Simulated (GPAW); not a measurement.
# Cu in GPAW: convergence with smearing width (eV)

The system is Cu, a slab with vacuum.

```
CELL_PARAMETERS angstrom
2.53076 0.00000 0.00000
-1.26538 2.19171 0.00000
0.00000 0.00000 23.26182
ATOMIC_POSITIONS crystal
Cu 0.00000 0.00000 0.32242
Cu 0.33333 0.66667 0.41121
Cu 0.00000 0.00000 0.50000
Cu 0.66667 0.33333 0.58879
Cu 0.00000 0.00000 0.67758
```

The slab is cut from a database's or a generator's crystal, which needn't be the stable form of the element.

| Property | Result |
| --- | --- |
| Program | GPAW 26.7.0 |
| Task | single point |
| Functional | LDA |
| Potentials or basis | PAW data sets generated in the run's folder for this functional |
| Cutoff | 450 eV |
| Basis | pw |
| k mesh | 12 × 12 × 1 |
| Occupations | fermi-dirac, width 0.4 eV |
| Spin | no spin polarisation |

These are the settings of the first run; the series varies smearing width (eV), with any setting tied to it.

Hardware: 1 thread of Intel(R) Xeon(R) Processor @ 2.50GHz (Skylake/Cascade Lake) (shared host).

The values tried are 0.4, 0.25, 0.15, 0.1, 0.05, 0.02, loosest first. From which on does the energy stay within 1 meV/atom of the tightest run that finished?

From 0.1 on.

```csv
smearing width (eV),"energy less the tightest run, at zero smearing (meV/atom)",largest force (eV/Å),work function (eV),SCF cycles,CPU time (s),peak memory (GiB)
0.4,11.94,0.252,5.222,19,160,0.22
0.25,-2.05,0.284,5.196,20,150,0.22
0.15,-1.03,0.290,5.171,19,130,0.22
0.1,-0.22,0.291,5.148,21,150,0.22
0.05,-0.04,0.302,5.116,19,140,0.22
0.02,0.00,0.322,5.077,21,170,0.22
```

Not settled before the last step: the largest force (to 0.005 eV/Å), the work function (to 0.02 eV). Narrower smearing needs a denser k mesh, so at a fixed mesh the narrowest width isn't the most accurate. The tightest run that finished is the yardstick and may itself not be fully converged.
